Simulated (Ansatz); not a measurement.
# TiCO (singlet): the correlation ladder at a displaced geometry (v1), def2-SVP

The task here is to estimate one member of a computed series from the others.

The runs use Ansatz 0.2.0, Gaussian basis; def2-SVP, core rule «outside noble gas», up to 11 orbitals frozen.

Plan: UHF; CCSD(T) on RHF; CCSD(T) on UHF; CISD; CCSDT(Q) on RHF; CCSDT(Q) on UHF; CASSCF and MRCISD+Q, 8 electrons in 8 orbitals; CASSCF and NEVPT2, 8 electrons in 8 orbitals.

15 further runs of the same task are left out: 6 that didn't finish, 9 set aside as unsound or not needed. Runs told in other sessions of the task aren't counted.

### What is computed

The geometry is a PBE0/def2-TZVP stationary point (not a proven minimum) with its atoms shifted at random (size 0.040 Å).

3 atoms, charge 0, spin multiplicity 1.

Atoms are counted from 1 here; the program's logs count them from 0.

Bond lengths: Ti1–C2 2.073 Å, Ti1–O3 2.007 Å, C2–O3 1.280 Å. Angles: C2–Ti1–O3 36.5°, Ti1–C2–O3 68.9°, Ti1–O3–C2 74.6°.

Set-up of the first run:

File in.yaml:

```yaml
crystal:
  periodic: [false, false, false]
  atoms:
    - {symbol: Ti, position_ang: [-0.009806, -0.013885, 0.713933]}
    - {symbol: C, position_ang: [-0.010639, -0.706332, -1.240462]}
    - {symbol: O, position_ang: [0.037325, 0.571783, -1.204735]}
basis:
  gaussian: {orbitals: def2-SVP}
magnetization: {spin_polarized: true, initial_magnetization: 0}
hamiltonian: {xc: hf}
output: {orbitals: {seedname: orbitals}}
```

On the command line:

```console
$ ansatz run in.yaml --threads 1 --pin off --events-out ev --progress --plain --max-ram 2393MiB
```

Among the steps run: UHF; CCSD(T) on RHF; CCSD(T) on UHF; CISD; CCSDT(Q) on RHF; CCSDT(Q) on UHF; CASSCF and MRCISD+Q, 8 electrons in 8 orbitals; CASSCF and NEVPT2, 8 electrons in 8 orbitals.

One of the session's tables, all rows but one given; the rest of the session is left out.

| method | from RCCSDT(Q) (meV) |
| --- | --- |
| RHF | +12666.0 |
| RMP2 | +2032.4 |
| UMP2 | +1786.8 |
| RCCSD | +991.8 |
| UCCSD | ? |
| RCCSD(T) | +128.6 |
| UCCSD(T) | +86.1 |
| RCCSDT | +174.3 |
| UCCSDT | -109.8 |
| RCCSDT(Q) | 0 |
| UCCSDT(Q) | -260.5 |

Estimate the missing values for UCCSD.

As computed: from RCCSDT(Q) (meV): +687.3. In the column «from RCCSDT(Q) (meV)» it lies between RCCSDT (+174.3) and RCCSD (+991.8).

Not comparable, so not listed: CISD (they don't share determinant, frozen orbitals or solution with the rows shown, or repeat one).

Left out of the table: CASSCF frontier, NEVPT2 frontier, MRCISD frontier, MRCISD+Q frontier (the active space lost an orbital or holds another state than full CI finds).

Caveats from the session: The determinant of CCSD(T) (⟨S²⟩ 1.84) is far from a pure spin state, so its energy mixes those of several spin states; high orders of coupled cluster remove much of that, low ones don't. The determinant of CCSDT(Q) (⟨S²⟩ 1.84) is far from a pure spin state, so its energy mixes those of several spin states; high orders of coupled cluster remove much of that, low ones don't. Left out of the table: UHF (another determinant or state than the rows shown). The program flags UCCSD(T), UCCSDT(Q) as in doubt, so read those rows with care; the flags are other amplitudes. Warnings: restricted reference is unstable; spin contamination; coupled cluster took another determinant than the lowest; large T1 diagnostic. Restricted and unrestricted rows rest on different reference determinants; a gap between their highest levels can come from leftover correlation error, from unlike frozen cores or from another state. Warnings in the runs' records: passed over end.
